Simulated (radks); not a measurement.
**The Coulomb parameter U of the 3d shell of Ni**

Aim: U as the second difference [E(n + 0.5) + E(n − 0.5) − 2E(n)]/0.5², with all orbitals relaxed. Bare: the atom's charge changes with n. Screened: the 4p shell takes up the change. The start is a model configuration, not necessarily the ground state.

The numbers are computed with radks (a radial shooting solver on a logarithmic mesh, Libxc functionals) version 1 (scalar-relativistic Kohn-Sham, LDA (Slater exchange, Perdew-Wang correlation), spin-unpolarised, spherical densities, finite nucleus), except any that are marked as measured or tabulated.

## (1) Starting point

* element: nickel (Z = 28)
* charge: 0
* electrons: 28
* configuration: [Ar] 3d6.5 4s2 4p1.5
* nuclear rms radius: 3.7757 fm

## (2) Start: [Ar] 3d6.5 4s2 4p1.5

Input:

```text
Z 28
configuration [Ar] 3d6.5 4s2 4p1.5
relativity scalar-relativistic
functional lda,pw
spin unpolarised
nucleus finite rms 3.7757 fm
c 137.035999084
```

## (3) Bare +0.5: [Ar] 3d7 4s2 4p1.5

Input:

```text
Z 28
configuration [Ar] 3d7 4s2 4p1.5
relativity scalar-relativistic
functional lda,pw
spin unpolarised
nucleus finite rms 3.7757 fm
c 137.035999084
```

## (4) Bare -0.5: [Ar] 3d6 4s2 4p1.5

Input:

```text
Z 28
configuration [Ar] 3d6 4s2 4p1.5
relativity scalar-relativistic
functional lda,pw
spin unpolarised
nucleus finite rms 3.7757 fm
c 137.035999084
```

## (5) Screened +0.5: [Ar] 3d7 4s2 4p1

Input:

```text
Z 28
configuration [Ar] 3d7 4s2 4p1
relativity scalar-relativistic
functional lda,pw
spin unpolarised
nucleus finite rms 3.7757 fm
c 137.035999084
```

## (6) Screened -0.5: [Ar] 3d6 4s2 4p2

Input:

```text
Z 28
configuration [Ar] 3d6 4s2 4p2
relativity scalar-relativistic
functional lda,pw
spin unpolarised
nucleus finite rms 3.7757 fm
c 137.035999084
```

**Question.** What will these runs give?

The runs gave:

| quantity | value (eV) |
| --- | --- |
| U, bare | 14.928 |
| U, screened by 4p | 6.758 |
| F0(3d,3d), frozen orbitals | 28.092 |

Relaxing the orbitals brings U down to 53 % of the Slater integral F0. Letting 4p compensate leaves 45 % of the bare value; this second difference measures U(3d,3d) + U(4p,4p) − 2U(3d,4p). The step up makes a negative ion, whose loosely bound charge lowers the bare value. A solid screens further than the bare atom, so the bare value is an upper guide for the U of a crystal.
